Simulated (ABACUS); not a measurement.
## Ba2Tl5V3O12 in ABACUS: the effect of functional

Crystal: Ba2Tl5V3O12.

```
Tl Ba V O
1.0
     8.15421    0.00000    0.00000
    -4.07711    7.06176    0.00000
     0.00000    0.00000    6.92128
Tl Ba V O
5 2 3 12
Direct
  0.50000 0.00000 0.50000
  0.00000 0.50000 0.50000
  0.50000 0.50000 0.50000
  0.33333 0.66667 0.22489
  0.66667 0.33333 0.77511
  0.00000 0.00000 0.23552
  0.00000 0.00000 0.76448
  0.50000 0.00000 0.00000
  0.00000 0.50000 0.00000
  0.50000 0.50000 0.00000
  0.33890 0.34334 0.81444
  0.65666 0.99556 0.81444
  0.00444 0.66110 0.81444
  0.34334 0.33890 0.18556
  0.99556 0.65666 0.18556
  0.66110 0.00444 0.18556
  0.66110 0.65666 0.18556
  0.34334 0.00444 0.18556
  0.99556 0.33890 0.18556
  0.65666 0.66110 0.81444
  0.00444 0.34334 0.81444
  0.33890 0.99556 0.81444
```

The cell was built by a generator and needn't be a form met in nature.

Alike in all runs:

* Program: ABACUS 3.10.1
* Task: single point
* Potentials or basis: SG15 ONCV 1.2 PBE
* Cutoff: 1361 eV
* Density cutoff: 5442 eV
* Basis: DZP LCAO (the cutoffs set its grid)
* k mesh: 3 × 3 × 3
* Occupations: fermi-dirac, width 0.05 eV
* Spin: collinear spin, ferromagnetic start
* Starting moments: [0.0, 0.0, 0.0, 0.0, 0.0, 0.0, 0.0, 2.0, 2.0, 2.0, 0.0, 0.0, 0.0, 0.0, 0.0, 0.0, 0.0, 0.0, 0.0, 0.0, 0.0, 0.0] μB

```tsv
functional	pressure (GPa)	largest force (eV/Å)
LDA	?	?
PBE	1.9	0.21
PBEsol	-1.8	0.12
RPBE	4.7	0.27
WC	-11.1	0.46
r2SCAN	-1.5	0.26
```

Q: What does the run with functional LDA give?

A: Pressure -4.5 GPa; largest force 0.19 eV/Å.

Caveats: the atomic orbitals were generated for these runs and aren't a published set; the basis of atomic orbitals isn't converged, which shifts pressures, moduli and gaps; the potentials were made for another functional, which shifts forces and pressure (some runs).
